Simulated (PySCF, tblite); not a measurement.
**C5H8ClFSi: geometry, infrared bands and NMR shifts**

Wanted: the infrared bands and NMR shifts of C5H8ClFSi (`C=C1C[C@@H]([SiH2]Cl)[C@H]1F`), by calculation.

The runs use tblite 0.8.0 and PySCF 2.14.0, with density-fitted response routines of our own; the level of theory stands in each step. All values are computed, except where a source is named. Atoms count from 0, in the outputs and in this text.

### Step 1. Starting geometry

16 atoms, charge 0, multiplicity 1; geometry from: force field or distance geometry start.

Bonds of the start (Å): C0–C1 1.32, C1–C2 1.51, C2–C3 1.51, C3–Si4 1.83, Si4–Cl5 2.12, C3–C6 1.51, C6–F7 1.38, C6–C1 1.49, C0–H8 1.09, C0–H9 1.08, C2–H10 1.10, C2–H11 1.09, C3–H12 1.10, Si4–H13 1.45, Si4–H14 1.49, C6–H15 1.12.

### Step 2. Optimising the geometry with GFN2-xTB

What the job is given:

```
{"job": {"kind": "relax", "xc": "GFN2-xTB", "basis": "xTB"}, "charge": 0, "multiplicity": 1}
C     -2.527000    -0.002000    -0.943400
C     -1.303400     0.047200    -0.448600
C      0.065600     0.500200    -0.884900
C      0.623300    -0.529000     0.071500
Si     2.181200     0.065600     0.833400
Cl     3.794400    -0.531900    -0.397700
C     -0.664900    -0.355900     0.835000
F     -0.632100     0.615800     1.814500
H     -3.341100    -0.415400    -0.341700
H     -2.785100     0.362300    -1.932000
H      0.215100     1.526900    -0.526200
H      0.285000     0.279800    -1.927500
H      0.638100    -1.536400    -0.375100
H      2.398000    -0.284200     2.225700
H      2.194900     1.554100     0.761400
H     -1.149400    -1.288300     1.224100
```

Launch:

```sh
> OMP_NUM_THREADS=1 python probes_run.py task.json out
```

The driver reads the jobs from task.json and runs them one after another.

**Question.** This job is followed by: GFN2-xTB harmonic vibrations, gas phase; GIAO PBE0/pcSseg-1 NMR shielding, non-relativistic, gas phase. What will the session give for the following? strongest single infrared mode (GFN2-xTB); zero-point energy (GFN2-xTB); ¹³C shifts against TMS (PBE0/pcSseg-1); ¹H shifts against TMS (PBE0/pcSseg-1); ²⁹Si shifts against TMS (PBE0/pcSseg-1); ³⁵Cl shifts against HCl (PBE0/pcSseg-1); ¹⁹F shifts against CFCl3 (PBE0/pcSseg-1); surface potential, 1st and 99th percentile.

**Answer**, as computed:

| quantity | value |
| --- | --- |
| strongest single infrared mode (GFN2-xTB) | 705 cm⁻¹, 379 km/mol |
| zero-point energy (GFN2-xTB) | 71.0 kcal/mol |
| ¹³C shifts against TMS (PBE0/pcSseg-1) | 156.0, 120.7, 93.6, 30.3, 27.8 ppm |
| ¹H shifts against TMS (PBE0/pcSseg-1) | 5.87, 5.67, 5.61, 5.30, 5.10, 2.75, 2.73, 2.34 ppm |
| ²⁹Si shifts against TMS (PBE0/pcSseg-1) | -13.5 ppm |
| ³⁵Cl shifts against HCl (PBE0/pcSseg-1) | -81 ppm |
| ¹⁹F shifts against CFCl3 (PBE0/pcSseg-1) | -196.8 ppm |
| surface potential, 1st and 99th percentile | -0.88 V and 1.03 V |

What this shows: Relaxing lowered the energy by 0.690 eV in 103 steps; the close pair that moved most is Si4–Cl5, from 2.115 to 2.020 Å. No mode is imaginary among the 42: a minimum at this level. The strongest single mode, at 705 cm⁻¹, is carried by H13, H14, Si4. GFN2-xTB is a fitted tight-binding method: band positions and strengths are rough. Its intensities can rank the bands wrongly. C1 (fully substituted alkene carbon) lies farthest downfield among carbon, at 156.0 ppm; as expected for a trigonal carbon in a double bond. At PBE0/pcSseg-1, counted by nearest atom on the grid, the HOMO lies on C0, C1 about 31 % each, the LUMO on C0, C1 about 24 % each; H8, H9, H15 about 7 % each.
